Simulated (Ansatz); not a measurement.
## GeH3NO, SMILES [NH2][Ge][OH]: an active-space calculation

Run with Ansatz 0.2.0 through its Python package.

`run_cas.py`
```python
# -*- coding: utf-8 -*-
"""Active-space calculation on GeH3NO."""

import ansatz as az

params = {
    "basis_set": "def2-SVP",
}


def main():
    geometry_ang = [
        ("N", (-1.0513, -0.0944, -0.3643)),
        ("Ge", (0.609, -0.7886, -0.4145)),
        ("O", (1.3936, -0.4827, 1.1368)),
        ("H", (-1.4382, -0.1899, -1.3272)),
        ("H", (-0.9789, 0.9745, -0.2783)),
        ("H", (1.5078, 0.5171, 1.2011)),
    ]
    molecule = az.Crystal.molecule()
    for symbol, xyz in geometry_ang:
        molecule = molecule.atom(symbol, xyz)

    model = (
        molecule.calculation()
        .basis(gaussian=params["basis_set"])
        .correlation(active_electrons=2, active_orbitals=2)
    )
    for method in ["sc_nevpt2"]:
        summary = (model if method is None else model.correlation(method)).run(threads=1, backend="cpu").report
        space = summary["configurations"]
        state = space["states"][0]
        print(method or "casscf", f"total {summary['free_energy_ev'] / 27.211386246:.6f} Ha, active-space state {state['energy']['hartree']:.6f} Ha, mean field {summary['reference_energy_ev'] / 27.211386246:.6f} Ha")
        print("  determinants", state["n_determinants"], " natural occupations", [round(n, 3) for n in space["natural_occupations"]])


if __name__ == "__main__":
    main()
```

```console
$ python run_cas.py
sc_nevpt2 total -2206.633532 Ha, active-space state -2206.075298 Ha, mean field -2206.053275 Ha
  determinants 4  natural occupations [1.976, 0.024]
```

What to keep in mind:
- Total energies depend on the basis set; only differences at equal settings carry meaning.
- The geometry is a force-field or estimated start, not a minimum of this method, and the basis set is short of its limit. The active space starts as a window about the frontier orbitals and is then optimised, not chosen by chemistry.
- Wall time of the script: 5.8 s on 1 thread of Arm Neoverse V2, with other jobs on the host, peak memory 0.21 GiB.
